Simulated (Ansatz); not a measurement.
# Ca3TlN and its elements: a formation energy from the elements

Computed with the Python package of Ansatz (0.2.0).

The script reads `ca3tln_ca3tln.xyz`:
```text
5
Lattice="4.953824 0.0 0.0 0.0 4.953824 0.0 0.0 0.0 4.953824" Properties=species:S:1:pos:R:3 pbc="T T T"
Ca    2.47691200    2.47691200    0.00000000
Ca    2.47691200    0.00000000    2.47691200
Ca    0.00000000    2.47691200    2.47691200
Tl    0.00000000    0.00000000    0.00000000
N     2.47691200    2.47691200    2.47691200
```

The script reads `ca3tln_ca.vasp`:
```text
Ca
1.0
   0.00000000    2.79420000    2.79420000
   2.79420000    0.00000000    2.79420000
   2.79420000    2.79420000    0.00000000
Ca
1
Direct
   0.00000000    0.00000000    0.00000000
```

Input file `ca3tln_tl.cif`:
```cif
data_Tl
_cell_length_a 3.456000
_cell_length_b 3.456000
_cell_length_c 5.525000
_cell_angle_alpha 90.00000
_cell_angle_beta 90.00000
_cell_angle_gamma 120.00000
_symmetry_space_group_name_H-M 'P 1'
_symmetry_Int_Tables_number 1
loop_
_symmetry_equiv_pos_as_xyz
'x, y, z'
loop_
_atom_site_label
_atom_site_type_symbol
_atom_site_fract_x
_atom_site_fract_y
_atom_site_fract_z
Tl1 Tl    0.333333    0.666667    0.250000
Tl2 Tl    0.666667    0.333333    0.750000
```

Contents of `ca3tln_n2.xyz`:
```text
2
Lattice="9.0 0.0 0.0 0.0 9.5 0.0 0.0 0.0 10.0" Properties=species:S:1:pos:R:3 pbc="T T T"
N     4.50000000    4.75000000    4.44500000
N     4.50000000    4.75000000    5.55500000
```

The cells in order, each with its output:

```python
from collections import Counter
import warnings

import ansatz as az
from ase.io import read
import numpy as np
```

```python
GASES = {'N2'}


def compute(name, crystal):
    calc = (
        crystal.calculation()
        .functional('PBEsol')
        .basis(14 * az.Ha)
        .scf(tolerance=1e-08, max_iterations=200, extra_bands=8)
        .kpoints(spacing=0.39)
        .occupations('gaussian', width=0.05)
        .stress()
    )
    if name in GASES:
        return calc.kpoints(1, 1, 1).relax(force_tolerance=0.03).run(threads=1)
    calc = calc.relax(force_tolerance=0.03, cell=True)
    return calc.run(threads=1)
```

```python
def counts(outcome):
    return Counter(site.symbol for site in outcome.lattice.sites)
```

```python
def formation_energy(outcome, mu):
    n = counts(outcome)
    return (outcome.report['energy_sigma0_ev'] - sum(k * mu[element] for element, k in n.items())) / sum(n.values())
```

```python
def volume_per_atom(outcome):
    return abs(np.linalg.det(outcome.lattice.cell_ang)) / len(outcome.lattice.sites)

warnings.simplefilter('ignore')

phases = {}
ca3tln = az.Crystal.from_extxyz('ca3tln_ca3tln.xyz')
phases['Ca3TlN'] = ca3tln
atoms = read('ca3tln_ca.vasp', format='vasp')
ca = az.Crystal.from_ase(atoms)
phases['Ca'] = ca
atoms = read('ca3tln_tl.cif')
tl = az.Crystal.from_ase(atoms)
phases['Tl'] = tl
n2 = az.Crystal.from_extxyz('ca3tln_n2.xyz')
phases['N2'] = n2

done = {}
for name, crystal in phases.items():
    done[name] = compute(name, crystal)
    print(f'{name}: {done[name].report["energy_sigma0_ev"]:.4f} eV, {len(done[name].lattice.sites)} atoms')
```

    Ca3TlN: -17058.8755 eV, 5 atoms
    Ca: -1793.7337 eV, 1 atoms
    Tl: -22591.3152 eV, 2 atoms
    N2: -756.9080 eV, 2 atoms

```python
references = {'Ca': 'Ca', 'Tl': 'Tl', 'N': 'N2'}
mu = {element: done[name].report['energy_sigma0_ev'] / len(done[name].lattice.sites) for element, name in references.items()}
```

```python
target = done['Ca3TlN']
heat = formation_energy(target, mu)
for element, value in mu.items():
    print(f'mu({element}) = {value:.4f} eV from {references[element]}, {volume_per_atom(done[references[element]]):.2f} A^3/atom')
print(f'formation energy of Ca3TlN: {heat:.4f} eV/atom = {96.4853 * heat:.1f} kJ/mol of atoms')
```

    mu(Ca) = -1793.7337 eV from Ca, 39.96 A^3/atom
    mu(Tl) = -11295.6576 eV from Tl, 28.49 A^3/atom
    mu(N) = -378.4540 eV from N2, 427.50 A^3/atom
    formation energy of Ca3TlN: -0.7125 eV/atom = -68.8 kJ/mol of atoms

The formation energy is -0.713 eV an atom (-68.7 kJ per mole of atoms), so Ca3TlN lies below the reference phases.

These settings explore the input space; cutoff and mesh may be short of convergence. The cutoff lies under the one recommended for these potentials. For the metals among these phases the mesh is modest: differences between phases can be off by up to 40 meV an atom. The program warned that this SCF threshold is loose for forces or stresses. Spin-orbit coupling, which matters for elements this heavy, is left out. The cells come from databases of deposited and of computed structures, and not all need be stable phases. The compound is the structure given, not necessarily its lowest; energies are at zero temperature, with no correction for gases. A semilocal functional's error on such energies is often 0.05 to 0.1 eV an atom, and 0.1 to 0.3 eV against gases such as O2 or F2. The script silences warnings, which a real study should read. Finished in 18 s on 1 thread of Arm Neoverse V2, with other jobs on the host, peak memory 0.64 GiB.
